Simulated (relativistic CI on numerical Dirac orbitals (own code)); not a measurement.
# Zr²⁺: L-alpha,beta emission multiplets

Wanted: the shape of the L-alpha,beta emission spectrum of Zr²⁺ in 4 surroundings, from the same atomic integrals.

Method: Dirac-Coulomb-Breit CI, KLI orbitals optimised for each configuration, model QED (radiative potential, 1s self-energy scaled to tabulated hydrogen-like ionisation energies), valence Slater integrals scaled by 0.7, multiplet model of X-ray emission after core ionisation. Code: relativistic CI on numerical Dirac orbitals (own code) version 1.

## (1) Starting point

```
ion            : Zr²⁺ (Zr III)
nuclear charge : 40
electrons      : 38
configurations : [Kr] 4d2 → [He] 2s2 2p5 3s2 3p6 3d10 4s2 4p6 4d2 → [Ar] 3d9 4s2 4p6 4d2
temperature    : 80 K
widths         : Lorentz 1.4 eV, Gauss 0.6 eV
surrounding 1  : free ion
surrounding 2  : Oh, 10Dq = 4700 cm⁻¹
surrounding 3  : Oh, 10Dq = 13000 cm⁻¹
surrounding 4  : Oh, 10Dq = 21300 cm⁻¹
```

## (2) Surrounding 1: free ion

The run's settings:

```ini
atom Zr  Z=40  charge=2  electrons=38
nucleus A=90  rms_radius_fm=4.2694
hamiltonian dirac-coulomb  breit=on  qed=on  c_scale=1
orbitals kli  potential=per-configuration
slater_scale 0.7
correlation none
mixing on
configurations
  [Kr] 4d2
  [He] 2s2 2p5 3s2 3p6 3d10 4s2 4p6 4d2
  [Ar] 3d9 4s2 4p6 4d2
end
emission L-alpha,beta T=80 lorentz=1.4 gauss=0.6
crystal_field free
```

From the run's result record (rounded, not every field):

```text
status: converged
curve, one point in 3 above 2 % of the maximum [energy, intensity] [eV; 1/eV]:
  - [2037.6, 0.004874]
  - [2038.2, 0.005965]
  - [2038.8, 0.007744]
  - [2039.4, 0.01097]
  - [2040, 0.01669]
  - [2040.6, 0.02638]
  - [2041.2, 0.04075]
  - [2041.8, 0.05204]
  - [2042.4, 0.06994]
  - [2043, 0.1239]
  - [2043.6, 0.2161]
  - [2044.2, 0.2033]
  - [2044.8, 0.1039]
  - [2045.4, 0.04973]
  - [2046, 0.02757]
  - [2046.6, 0.01731]
  - [2047.2, 0.01186]
  - [2047.8, 0.008623]
  - [2048.4, 0.006555]
  - [2049, 0.005153]
  - [2120.4, 0.006608]
  - [2121, 0.009084]
  - [2121.6, 0.008003]
  - [2122.2, 0.007041]
  - [2122.8, 0.007969]
  - [2123.4, 0.0107]
  - [2124, 0.01687]
  - [2124.6, 0.03071]
  - [2125.2, 0.0594]
  - [2125.8, 0.1036]
  - [2126.4, 0.1085]
  - [2127, 0.0664]
  - [2127.6, 0.03408]
  - [2128.2, 0.01842]
  - [2128.8, 0.01107]
  - [2129.4, 0.00726]
  - [2130, 0.005096]
sticks, the strongest [energy, strength] [eV, share]:
  - [2043.67, 0.05441]
  - [2043.83, 0.1558]
  - [2043.89, 0.02638]
  - [2043.9, 0.02952]
  - [2043.94, 0.02422]
  - [2043.96, 0.02726]
  - [2043.98, 0.0353]
  - [2043.99, 0.05024]
  - [2044.05, 0.03355]
  - [2125.67, 0.01593]
  - [2125.91, 0.039]
  - [2126.13, 0.1146]
  - [2126.24, 0.02407]
  - [2126.53, 0.02809]
centroid [eV]: 2071.59
spread [eV]: 39.0396
peak [eV]: 2043.8
ground_S: 0.99551
radial 2p5 3d10 4d2 [Ha, bohr]: {"<r^-3>(2p)": 2073.7, "<r^1>(2p)": 0.14028, "<r^2>(2p)": 0.024049, "<r^4>(2p)": 0.0011514, "zeta(2p)": 2.0683, "<r^-3>(4d)": 4.075, "<r^1>(4d)": 1.7038, "<r^2>(4d)": 3.3894, "<r^4>(4d)": 19.636, "F2(4d,4d)": 0.27034, "F4(4d,4d)": 0.17752, "F2(2p,4d)": 0.054347, "G1(2p,4d)": 0.044319, "G3(2p,4d)": 0.025704, "zeta(4d)": 0.0027497}
radial 2p6 3d9 4d2 [Ha, bohr]: {"<r^-3>(3d)": 46.901, "<r^1>(3d)": 0.44209, "<r^2>(3d)": 0.23495, "<r^4>(3d)": 0.10694, "zeta(3d)": 0.035052, "<r^-3>(4d)": 3.961, "<r^1>(4d)": 1.7213, "<r^2>(4d)": 3.4576, "<r^4>(4d)": 20.37, "F2(4d,4d)": 0.2676, "F4(4d,4d)": 0.17586, "F2(3d,4d)": 0.12447, "F4(3d,4d)": 0.052929, "G0(3d,4d)": 0.039577, "G2(3d,4d)": 0.04428, "G4(3d,4d)": 0.03326, "zeta(4d)": 0.0025411}
```

Wall time 0.48 s (1 thread, shared host).

## (3) Surrounding 2: Oh, 10Dq = 4700

Settings: those of step 2 with these lines changed.

```diff
@@ -13,2 +13,2 @@
 emission L-alpha,beta T=80 lorentz=1.4 gauss=0.6
-crystal_field free
+crystal_field Oh 10Dq=4700
```

Results of the run:

```text
status: converged
curve, one point in 5 above 2 % of the maximum [energy, intensity] [eV; 1/eV]:
  - [2037.6, 0.00467]
  - [2038.6, 0.006869]
  - [2039.6, 0.01218]
  - [2040.6, 0.02623]
  - [2041.6, 0.04873]
  - [2042.6, 0.08071]
  - [2043.6, 0.217]
  - [2044.6, 0.1331]
  - [2045.6, 0.03968]
  - [2046.6, 0.01716]
  - [2047.6, 0.009465]
  - [2048.6, 0.005989]
  - [2120.6, 0.005396]
  - [2121.6, 0.005053]
  - [2122.6, 0.006643]
  - [2123.6, 0.01251]
  - [2124.6, 0.03184]
  - [2125.6, 0.09773]
  - [2126.6, 0.09594]
  - [2127.6, 0.03076]
  - [2128.6, 0.01221]
  - [2129.6, 0.006191]
sticks, the strongest [energy, strength] [eV, share]:
  - [2043.82, 0.02914]
  - [2043.84, 0.04192]
  - [2043.85, 0.03387]
  - [2043.9, 0.03425]
  - [2043.94, 0.03084]
  - [2043.96, 0.05016]
  - [2043.98, 0.03456]
  - [2126.02, 0.04335]
centroid [eV]: 2071.61
spread [eV]: 39.0653
peak [eV]: 2043.8
ground_S: 0.998067
```

Wall time 0.53 s (1 thread, shared host).

## (4) Surrounding 3: Oh, 10Dq = 13000

Settings: those of step 3 with these lines changed.

```diff
@@ -13,2 +13,2 @@
 emission L-alpha,beta T=80 lorentz=1.4 gauss=0.6
-crystal_field Oh 10Dq=4700
+crystal_field Oh 10Dq=13000
```

Results of the run:

```text
status: converged
curve, one point in 5 above 2 % of the maximum [energy, intensity] [eV; 1/eV]:
  - [2037.8, 0.00497]
  - [2038.8, 0.007728]
  - [2039.8, 0.01395]
  - [2040.8, 0.0315]
  - [2041.8, 0.05166]
  - [2042.8, 0.09986]
  - [2043.8, 0.2325]
  - [2044.8, 0.1027]
  - [2045.8, 0.03265]
  - [2046.8, 0.01502]
  - [2047.8, 0.008575]
  - [2048.8, 0.00554]
  - [2120.4, 0.004831]
  - [2122.4, 0.006036]
  - [2123.4, 0.01135]
  - [2124.4, 0.02633]
  - [2125.4, 0.07917]
  - [2126.4, 0.1121]
  - [2127.4, 0.03884]
  - [2128.4, 0.01467]
  - [2129.4, 0.007116]
sticks, the strongest [energy, strength] [eV, share]:
  - [2043.75, 0.02432]
  - [2043.77, 0.0274]
  - [2043.81, 0.02913]
  - [2043.87, 0.02912]
  - [2043.91, 0.03023]
  - [2043.95, 0.04229]
  - [2043.99, 0.03166]
  - [2126.05, 0.03176]
centroid [eV]: 2071.6
spread [eV]: 39.0679
peak [eV]: 2043.8
ground_S: 0.998645
```

Wall time 0.52 s (1 thread, shared host).

## (5) Surrounding 4: Oh, 10Dq = 21300

Settings: those of step 4 with these lines changed.

```diff
@@ -13,2 +13,2 @@
 emission L-alpha,beta T=80 lorentz=1.4 gauss=0.6
-crystal_field Oh 10Dq=13000
+crystal_field Oh 10Dq=21300
```

Results of the run:

```text
status: converged
curve, one point in 4 above 2 % of the maximum [energy, intensity] [eV; 1/eV]:
  - [2037.8, 0.004997]
  - [2038.6, 0.007047]
  - [2039.4, 0.01083]
  - [2040.2, 0.01914]
  - [2041, 0.03656]
  - [2041.8, 0.05108]
  - [2042.6, 0.08248]
  - [2043.4, 0.191]
  - [2044.2, 0.2012]
  - [2045, 0.07925]
  - [2045.8, 0.03265]
  - [2046.6, 0.01718]
  - [2047.4, 0.01054]
  - [2048.2, 0.00712]
  - [2049, 0.005133]
  - [2122.4, 0.006259]
  - [2123.2, 0.01016]
  - [2124, 0.01852]
  - [2124.8, 0.03972]
  - [2125.6, 0.0977]
  - [2126.4, 0.1119]
  - [2127.2, 0.04859]
  - [2128, 0.02094]
  - [2128.8, 0.01082]
  - [2129.6, 0.006308]
sticks, the strongest [energy, strength] [eV, share]:
  - [2043.75, 0.02659]
  - [2043.81, 0.02853]
  - [2043.88, 0.03976]
  - [2043.91, 0.02537]
  - [2043.95, 0.03838]
  - [2043.99, 0.02874]
  - [2126.03, 0.03517]
  - [2126.31, 0.03308]
centroid [eV]: 2071.6
spread [eV]: 39.0701
peak [eV]: 2043.8
ground_S: 0.998809
```

Wall time 0.52 s (1 thread, shared host).

## (6) The spectra side by side

| surrounding | ground S | centroid (eV) | spread (eV) | up to four highest peaks (% of the highest), eV |
| --- | --- | --- | --- | --- |
| 1: free | 1.00 | 2071.59 | 39.04 | 2043.8 (100), 2126.2 (50) |
| 2: Oh | 1.00 | 2071.61 | 39.07 | 2043.8 (100), 2126.0 (53) |
| 3: Oh | 1.00 | 2071.60 | 39.07 | 2043.8 (100), 2126.2 (52) |
| 4: Oh | 1.00 | 2071.60 | 39.07 | 2043.8 (100), 2126.0 (53) |

## (7) Results

| quantity | value |
| --- | --- |
| highest peak, first run | 2043.8 eV |
| ground spin (effective S from ⟨S²⟩) | 1.00 |

The highest peak stays in place, within the step of the energy grid, in all surroundings. Photon energies are those of the free ion; lines in solids lie some eV away, more where the ion's charge is far from that in the solid.
